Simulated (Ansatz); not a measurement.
# B₂F₂H₄S₂: basis-set convergence

The task here is to estimate one member of a computed series from the others.

The runs use Ansatz 0.2.0, Gaussian basis; one geometry, several basis sets.

Plan: PBE0-D4/def2-SVP; ωB97M-V/def2-SVP; PBE0-D4/def2-QZVPP; ωB97M-V/def2-QZVPP; the functionals' def2-TZVPP values are taken from earlier runs.

### The geometry

The geometry comes from an earlier relaxation with PBE0-D4 in a triple-zeta def2 set; it is a stationary point, not always the lowest conformer.

SMILES `F[B@H-]1[SH+][B@@H-](F)[SH+]1`, 10 atoms, charge 0, spin multiplicity 1.

Atoms are counted from 1 here; the program's logs count them from 0.

Bond lengths: F1–B2 1.350 Å, B2–S3 2.007 Å, B2–S6 2.007 Å, B2–H7 1.198 Å, S3–B4 2.007 Å, S3–H8 1.341 Å, B4–F5 1.350 Å, B4–S6 2.007 Å, B4–H9 1.198 Å, S6–H10 1.341 Å. Angles: F1–B2–S3 111.3°, F1–B2–S6 111.3°, F1–B2–H7 118.9°, S3–B2–S6 93.7°, S3–B2–H7 109.3°, S6–B2–H7 109.3°, B2–S3–B4 82.6°, B2–S3–H8 98.7°, B4–S3–H8 98.7°, S3–B4–F5 111.3°, S3–B4–S6 93.7°, S3–B4–H9 109.3°, F5–B4–S6 111.3°, F5–B4–H9 118.9°, S6–B4–H9 109.3°, B2–S6–B4 82.6°, B2–S6–H10 98.7°, B4–S6–H10 98.7°.

As a file:

```
F    -0.8658    1.3450   -1.9782
B    -0.7347    0.3882   -1.0346
S     1.1259   -0.3645   -1.0114
B     0.9081   -0.1541    0.9729
F     2.0067    0.3967    1.5321
S    -0.5742    1.1882    0.7993
H    -1.5266   -0.5103   -1.0076
H     0.8199   -1.6665   -1.1126
H     0.4715   -1.1699    1.4341
H    -1.5478    0.4961    1.4091
```

The first run:

Contents of in.yaml:

```yaml
crystal:
  periodic: [false, false, false]
  atoms:
    - {symbol: F, position_ang: [-0.865781, 1.345041, -1.978242]}
    - {symbol: B, position_ang: [-0.734680, 0.388203, -1.034592]}
    - {symbol: S, position_ang: [1.125925, -0.364526, -1.011362]}
    - {symbol: B, position_ang: [0.908065, -0.154108, 0.972879]}
    - {symbol: F, position_ang: [2.006728, 0.396748, 1.532067]}
    - {symbol: S, position_ang: [-0.574176, 1.188203, 0.799297]}
    - {symbol: H, position_ang: [-1.526624, -0.510329, -1.007650]}
    - {symbol: H, position_ang: [0.819926, -1.666455, -1.112650]}
    - {symbol: H, position_ang: [0.471461, -1.169949, 1.434076]}
    - {symbol: H, position_ang: [-1.547845, 0.496070, 1.409079]}
basis:
  gaussian: {orbitals: def2-SVP}
hamiltonian: {xc: pbe0, dispersion: d4}
output: {orbitals: {seedname: orbitals}}
```

Steps of the session up to this table: PBE0-D4 in def2-SVP; ωB97M-V in def2-SVP; PBE0-D4 in def2-QZVPP; ωB97M-V in def2-QZVPP.

One of the session's tables, all rows but one given; the rest of the session is left out.

It belongs to the step «Density functionals: the series». 

```
functional       basis  HOMO (eV)
   PBE0-D4    def2-SVP      -8.57
   PBE0-D4  def2-TZVPP      -8.61
   PBE0-D4  def2-QZVPP      -8.63
   ωB97M-V    def2-SVP          ?
   ωB97M-V  def2-TZVPP     -10.82
   ωB97M-V  def2-QZVPP     -10.85
```

Q: Estimate the row for ωB97M-V, def2-SVP from the others.

**Answer.** HOMO (eV): -10.75. In the column «HOMO (eV)» it lies between ωB97M-V, def2-TZVPP (-10.82) and PBE0-D4, def2-QZVPP (-8.63).
